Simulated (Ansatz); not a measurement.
# Se₂ (triplet): wave-function methods side by side, aug-cc-pVDZ

Aim: climb from Hartree-Fock through coupled cluster and multireference methods for Se₂ (triplet) at one geometry and basis, and see what each rung misses.

The runs use Ansatz 0.2.0, Gaussian basis; aug-cc-pVDZ, core rule «outside noble gas», up to 28 orbitals frozen.

Plan: UHF; CCSD(T) on ROHF; CCSD(T) on UHF; BCCD(T) on ROHF; CISD; CCSDT(Q) on ROHF; CCSDT(Q) on UHF; CASSCF and MRCISD+Q, 12 electrons in 8 orbitals; CASSCF and NEVPT2, 12 electrons in 8 orbitals.

18 further runs of the same task are left out: 5 that didn't finish, 13 set aside as unsound or not needed.

## (1) The geometry

The geometry is a PBE0/def2-TZVPD stationary point (not a proven minimum) of the parent state, kept for this charge and spin. No spin-orbit coupling is included. The filled d shell of Se may be among the frozen orbitals whatever the setting's name suggests; the logs give the count.

2 atoms, charge 0, spin multiplicity 3.

Atoms are counted from 1 here; the program's logs count them from 0.

Bond lengths: Se1–Se2 2.274 Å.

## (2) UHF

Input file in.yaml:

```yaml
crystal:
  periodic: [false, false, false]
  atoms:
    - {symbol: Se, position_ang: [0.000000, 0.000000, 0.000000]}
    - {symbol: Se, position_ang: [0.000000, 0.000000, 2.273600]}
basis:
  gaussian: {orbitals: aug-cc-pVDZ}
magnetization: {spin_polarized: true, initial_magnetization: 2}
hamiltonian: {xc: hf}
output: {orbitals: {seedname: orbitals}}
```

Launch:

```sh
> ansatz run in.yaml --threads 1 --pin off --events-out ev --progress --plain --max-ram 2393MiB
```

Further steps of the session: CCSD(T) on ROHF; CCSD(T) on UHF; BCCD(T) on ROHF; CISD; CCSDT(Q) on ROHF; CCSDT(Q) on UHF; CASSCF and MRCISD+Q, 12 electrons in 8 orbitals; CASSCF and NEVPT2, 12 electrons in 8 orbitals.

Q: Predict the results of all the runs planned. Wanted: UCCSDT(Q) below the RHF energy; RMP2 from UCCSDT(Q); UMP2 from UCCSDT(Q); RCCSD from UCCSDT(Q); RCCSD(T) from UCCSDT(Q); UCCSD(T) from UCCSDT(Q); RCCSDT(Q) from UCCSDT(Q); NEVPT2 valence from UCCSDT(Q); MRCISD+Q valence from UCCSDT(Q).

As calculated:

| quantity | value |
| --- | --- |
| UCCSDT(Q) below the RHF energy | -7.2043 eV |
| RMP2 from UCCSDT(Q) | +667.7 meV |
| UMP2 from UCCSDT(Q) | +895.8 meV |
| RCCSD from UCCSDT(Q) | +410.4 meV |
| RCCSD(T) from UCCSDT(Q) | +66.1 meV |
| UCCSD(T) from UCCSDT(Q) | +62.4 meV |
| RCCSDT(Q) from UCCSDT(Q) | +4.2 meV |
| NEVPT2 valence from UCCSDT(Q) | +1282.2 meV |
| MRCISD+Q valence from UCCSDT(Q) | +73.0 meV |
| levels within 1 kcal/mol (43 meV) | UCCSDT, RCCSDT(Q) |
| T1 diagnostic | 0.018 |
| effectively unpaired electrons | 2.03 |

In words: RCCSD(T) lands +66.1 meV from the yardstick (0.9 % of the correlation energy). One determinant dominates. Of the multireference levels listed MRCISD+Q valence comes nearest in total energy (+73.0 meV), which doesn't show that its space is the better one. Coupled cluster took another determinant than the lowest Hartree-Fock one. These misses are within one basis, not against nature; the frozen cores of restricted and unrestricted runs differ, which can shift their rows.
